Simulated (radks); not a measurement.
# V⁴⁺ in [Ne] 3s2 3p5.5 3d1 4d0.5: an all-electron calculation

One table from this session's results is given with a row withheld; the runs are named, their logs left out.

The numbers are computed with radks (a radial shooting solver on a logarithmic mesh, Libxc functionals) version 1 (scalar-relativistic Kohn-Sham, PBE, spin-polarised, spherical densities, point nucleus; open shells are filled with parallel spins first), except any that are marked as measured or tabulated.

### Starting point

```
element       : vanadium (Z = 23)
charge        : +4
electrons     : 19
configuration : [Ne] 3s2 3p5.5 3d1 4d0.5
```

Set-up of the first run:

Input:

```text
Z 23
configuration [Ne] 3s2 3p5.5 3d1 4d0.5 4s0 4p0 4f0 5d0
relativity scalar-relativistic
functional pbe,pbe
spin polarised
nucleus point
c 137.035999084
```

On the command line:

```
python run_ks.py task.json out
```

This one command runs every case of the session in turn.

One table of the session follows, with a row left open; its other results are not shown here.

It belongs to the step «Radial structure». From the orbitals of this run (lengths in bohr):

| level | <r> | outermost maximum (interpolated) | 90 % within | nodes |
| --- | --- | --- | --- | --- |
| 1s up | 0.06644 | 0.0435 | 0.119 | 0 |
| 1s down | 0.06644 | 0.0435 | 0.119 | 0 |
| 2s up | 0.3081 | 0.256 | 0.478 | 1 |
| 2s down | 0.3079 | 0.255 | 0.478 | 1 |
| 2p up | 0.2740 | 0.208 | 0.450 | 0 |
| 2p down | 0.2738 | 0.208 | 0.450 | 0 |
| 3s up | ? | ? | ? | ? |
| 3s down | 0.9158 | 0.807 | 1.36 | 2 |
| 3p up | 0.9553 | 0.824 | 1.45 | 1 |
| 3p down | 0.9584 | 0.825 | 1.45 | 1 |
| 3d up | 1.043 | 0.803 | 1.68 | 0 |
| 3d down | 1.050 | 0.806 | 1.70 | 0 |
| 4s up | 2.263 | 2.09 | 3.25 | 3 |
| 4s down | 2.243 | 2.08 | 3.21 | 3 |
| 4p up | 2.497 | 2.30 | 3.60 | 2 |
| 4d up | 3.031 | 2.83 | 4.43 | 1 |
| 4f up | 3.528 | 3.12 | 5.19 | 0 |
| 5d up | 5.499 | 5.65 | 7.79 | 2 |

Q: Estimate the row for 3s up from the others.

As computed: <r>: 0.9139; outermost maximum (interpolated): 0.807; 90 % within: 1.35; nodes: 2. In the column «<r>» it lies between 2s up (0.3081) and 3s down (0.9158).
